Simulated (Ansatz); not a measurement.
# BrCl2H3OSi: the cost of one run

All numbers below are computed with Ansatz 0.2.0 (UHF/def2-SVP).

### Step 1. The system as given

Bond lengths: Si1–Br2 2.704 Å, Si1–Cl3 1.987 Å, Si1–Cl4 2.056 Å, Si1–H5 1.442 Å, Si1–O7 2.066 Å, O7–H8 0.959 Å. Angles: Br2–Si1–Cl3 91.2°, Br2–Si1–Cl4 158.3°, Br2–Si1–H5 80.7°, Br2–Si1–O7 73.5°, Cl3–Si1–Cl4 104.8°, Cl3–Si1–H5 129.2°, Cl3–Si1–O7 106.2°, Cl4–Si1–H5 99.4°, Cl4–Si1–O7 87.8°, H5–Si1–O7 118.9°, Si1–O7–H8 116.4°.

Coordinates:

```xyz
8

Si   -0.7621   -0.0365   -0.3433
Br    0.9317   -2.1430   -0.2713
Cl   -0.5653    0.1098   -2.3148
Cl   -1.6325    1.7351    0.2309
H    -1.5656   -0.9546    0.4262
H     1.6397   -0.4381    0.4708
O     1.0062    0.6616    0.4667
H     0.9479    1.0659    1.3347
```

### Step 2. Run 1

150 steps of 0.5 fs at constant energy, with velocities drawn for 300 K.

input.yaml reads:

```yaml
crystal:
  periodic: [false, false, false]
  atoms:
    - { symbol: Si, position_ang: [-0.7621, -0.0365, -0.3433] }
    - { symbol: Br, position_ang: [0.9317, -2.143, -0.2713] }
    - { symbol: Cl, position_ang: [-0.5653, 0.1098, -2.3148] }
    - { symbol: Cl, position_ang: [-1.6325, 1.7351, 0.2309] }
    - { symbol: H, position_ang: [-1.5656, -0.9546, 0.4262] }
    - { symbol: H, position_ang: [1.6397, -0.4381, 0.4708] }
    - { symbol: O, position_ang: [1.0062, 0.6616, 0.4667] }
    - { symbol: H, position_ang: [0.9479, 1.0659, 1.3347] }
magnetization:
  spin_polarized: true
basis:
  gaussian: { orbitals: def2-SVP }
hamiltonian:
  xc: hf
md:
  timestep: 0.5
  n_steps: 150
  ensemble: nve
  temperature: 300.0
  initial_velocities: maxwell_boltzmann
  seed: 216782
```

Command:

```
$ ansatz run input.yaml --threads 2 --pin off --max-ram 3072MiB --backend cpu --events-out ev --progress --plain --runs-dir out
```

What time and memory should one allow on 2 threads of Arm Neoverse N1, shared host?

About 15 min, with a peak of 0.42 GiB.
